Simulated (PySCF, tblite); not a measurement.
**C₆H₁₆N₂: geometry, infrared bands and NMR shifts**

What infrared bands and NMR shifts should C₆H₁₆N₂ (`CCN(NC)C(C)C`) show?

Computed with tblite 0.8.0 and PySCF 2.14.0, with density-fitted response routines of our own, on a single molecule in the gas phase. Atoms count from 0, in the outputs and in this text.

## 1. The starting structure

24 atoms, charge 0, multiplicity 1; geometry from: force field or distance geometry start.

Bonds of the start (Å): C0–C1 1.49, C1–N2 1.44, N2–N3 1.41, N3–C4 1.44, N2–C5 1.44, C5–C6 1.52, C5–C7 1.54, C0–H8 1.13, C0–H9 1.10, C0–H10 1.13, C1–H11 1.15, C1–H12 1.09, N3–H13 1.05, C4–H14 1.11, C4–H15 1.12, C4–H16 1.10, C5–H17 1.09, C6–H18 1.11, C6–H19 1.11, C6–H20 1.08, C7–H21 1.09, C7–H22 1.12, C7–H23 1.10.

## 2. Optimising the geometry with GFN2-xTB

The job: settings as JSON, then the geometry in Å.

```
{"job": {"kind": "relax", "xc": "GFN2-xTB", "basis": "xTB"}, "charge": 0, "multiplicity": 1}
C     -1.814200    -1.760100     0.012700
C     -0.476900    -1.199200     0.353600
N     -0.299000     0.089400    -0.259300
N     -1.048900     1.048800     0.443700
C     -1.675700     2.044600    -0.380300
C      1.102700     0.435900    -0.207300
C      1.889500    -0.378800    -1.225700
C      1.723300     0.132300     1.165300
H     -1.953900    -1.604500    -1.101400
H     -2.662400    -1.420500     0.617700
H     -1.742600    -2.885600     0.080100
H     -0.391200    -1.056700     1.492200
H      0.294900    -1.904800     0.035000
H     -0.511000     1.485800     1.232400
H     -2.156000     1.603900    -1.275400
H     -2.483900     2.523400     0.233000
H     -1.000200     2.836600    -0.741000
H      1.195200     1.509500    -0.362900
H      1.249400    -0.672200    -2.085200
H      2.670800     0.299000    -1.624500
H      2.368800    -1.266200    -0.827300
H      1.283800     0.752500     1.940600
H      1.633100    -0.949600     1.422500
H      2.792500     0.356300     1.069000
```

Launch:

```bash
> OMP_NUM_THREADS=1 python probes_run.py task.json out
```

This one command runs all jobs of the session in turn.

**Question.** This job is followed by: GFN2-xTB harmonic vibrations, gas phase; GIAO PBE0/pcSseg-1 NMR shielding, non-relativistic, gas phase. What will the session give for the following? strongest single infrared mode (GFN2-xTB); zero-point energy (GFN2-xTB); 13C shifts against TMS (PBE0/pcSseg-1, means over atoms taken as alike); 1H shifts against TMS (PBE0/pcSseg-1, means over atoms taken as alike); 15N shifts against NH3 (PBE0/pcSseg-1).

The runs gave:

```
                                                               quantity                                   value
                              strongest single infrared mode (GFN2-xTB)                    2864 cm⁻¹, 87 km/mol
                                           zero-point energy (GFN2-xTB)                          136.4 kcal/mol
13C shifts against TMS (PBE0/pcSseg-1, means over atoms taken as alike)        52.2, 45.9, 39.5, 19.3, 16.7 ppm
 1H shifts against TMS (PBE0/pcSseg-1, means over atoms taken as alike)  3.02, 2.69, 2.29, 1.74, 1.22, 1.02 ppm
                                 15N shifts against NH3 (PBE0/pcSseg-1)                         119.1, 92.9 ppm
```

In words: The optimisation took 90 steps and gained 0.693 eV; among the close pairs (by a distance rule), C1–H11 changed most, from 1.151 to 1.102 Å. No mode is imaginary among the 66: a minimum at this level. The strongest single mode, at 2864 cm⁻¹, moves mainly H16. GFN2-xTB is a fitted tight-binding method: band positions and strengths are rough. Its intensities can rank the bands wrongly. C5 (sp3 CH bonded to N) lies farthest downfield among carbon, at 52.2 ppm; pulled downfield by the heteroatom. The most deshielded hydrogen is H17 (hydrogen on an sp3 CH bonded to N), at 3.02 ppm: its carbon carries N, an electronegative neighbour. At PBE0/pcSseg-1: Shielding is most anisotropic at N3 (span 127 ppm, paramagnetic term -145 ppm).
